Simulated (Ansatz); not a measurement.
**H₂I₂O₂Zr: one species, many methods**

One table from this session's results is given with a row withheld; the runs are named, their logs left out.

Program: Ansatz 0.2.0, Gaussian basis. Level of theory: functionals in def2-TZVPP, the program's frozen cores in correlated methods. These are calculated values, not measurements.

The runs, in order: LDA (SPW92), PBE-D4, revPBE-D4, BLYP-D4, r2SCAN-D4, B97M-V, PBE0-D4, B3LYP-D4, r2SCANh-D4, r2SCAN0-D4, HSE06-D4, BHLYP-D4, CAM-B3LYP-D4, LC-ωPBE, ωB97X-V, ωB97M-V, B2PLYP, PBE-QIDH; CCSD(T)/def2-SVP; CCSD(T)/def2-TZVPP; MP2/def2-QZVPP; extrapolation to the limit; RPA on PBE.

### The relaxed structure

An earlier PBE0-D4 in a triple-zeta def2 set relaxation fixed the geometry. Zr, I take the def2 core potential; no spin-orbit term is included.

SMILES `[OH][Zr]([OH])([I])[I]`, 7 atoms, charge 0, spin multiplicity 1.

Atoms are counted from 1 here; the program's logs count them from 0.

Bond lengths: O1–Zr2 1.887 Å, O1–H6 0.954 Å, Zr2–O3 1.887 Å, Zr2–I4 2.730 Å, Zr2–I5 2.730 Å, O3–H7 0.954 Å. Angles: Zr2–O1–H6 172.1°, O1–Zr2–O3 110.8°, O1–Zr2–I4 108.9°, O1–Zr2–I5 108.9°, O3–Zr2–I4 108.9°, O3–Zr2–I5 108.9°, I4–Zr2–I5 110.5°, Zr2–O3–H7 171.6°.

Set-up of the first run:

in.yaml

```yaml
crystal:
  periodic: [false, false, false]
  atoms:
    - {symbol: O, position_ang: [-0.980336, 0.715068, 1.206198]}
    - {symbol: Zr, position_ang: [-0.093489, 0.075227, -0.331800]}
    - {symbol: O, position_ang: [1.364669, -1.024661, 0.143540]}
    - {symbol: I, position_ang: [-1.853529, -1.386253, -1.821776]}
    - {symbol: I, position_ang: [0.836853, 2.204933, -1.764447]}
    - {symbol: H, position_ang: [-1.338781, 0.970095, 2.052227]}
    - {symbol: H, position_ang: [2.064613, -1.554408, 0.516047]}
basis:
  gaussian: {orbitals: def2-TZVPP}
hamiltonian: {xc: lda}
output: {orbitals: {seedname: orbitals}}
```

On the command line:

```bash
$ ansatz run in.yaml --threads 4 --pin off --events-out ev --progress --plain --max-ram 11315MiB
```

Steps of the session up to this table: LDA; PBE-D4 (GGA); revPBE-D4 (GGA); BLYP-D4 (GGA); r2SCAN-D4 (meta-GGA); B97M-V (meta-GGA); PBE0-D4 (hybrid); B3LYP-D4 (hybrid); r2SCANh-D4 (hybrid); r2SCAN0-D4 (hybrid); HSE06-D4 (hybrid); BHLYP-D4 (hybrid); CAM-B3LYP-D4 (range-separated); LC-ωPBE (range-separated); ωB97X-V (range-separated); ωB97M-V (range-separated); B2PLYP (double hybrid); PBE-QIDH (double hybrid).

One of the session's tables, all rows but one given; the rest of the session is left out.

It belongs to the step «Orbital energies across the functionals». 

| functional | HOMO (eV) | LUMO (eV) | gap (eV) |
| --- | --- | --- | --- |
| LDA (SPW92) | -6.51 | -2.77 | 3.75 |
| PBE-D4 | -6.34 | -2.56 | 3.79 |
| revPBE-D4 | -6.29 | -2.48 | 3.81 |
| BLYP-D4 | -6.15 | -2.42 | 3.73 |
| r2SCAN-D4 | -6.65 | -2.44 | 4.21 |
| B97M-V | -6.60 | -2.37 | 4.24 |
| PBE0-D4 | -7.44 | -1.85 | 5.59 |
| B3LYP-D4 | ? | ? | ? |
| r2SCANh-D4 | -7.05 | -2.17 | 4.87 |
| r2SCAN0-D4 | -7.65 | -1.77 | 5.87 |
| HSE06-D4 | -7.06 | -2.22 | 4.84 |
| BHLYP-D4 | -8.35 | -0.97 | 7.39 |
| CAM-B3LYP-D4 | -8.61 | -0.83 | 7.78 |
| LC-ωPBE | -9.92 | 0.22 | 10.14 |
| ωB97X-V | -9.59 | 0.14 | 9.73 |
| ωB97M-V | -9.47 | 0.04 | 9.51 |

Q: Estimate the row for B3LYP-D4 from the others.

Worked estimate for «HOMO (eV)». Against the share of exact exchange, BLYP-D4 (0, -6.15), BHLYP-D4 (0.5, -8.35) give a slope of -4.40 per unit share; at 0.2 the line stands at -7.03.

The run gave: HOMO (eV): -7.19; LUMO (eV): -2.03; gap (eV): 5.16. In «HOMO (eV)» the line misses by +0.16.
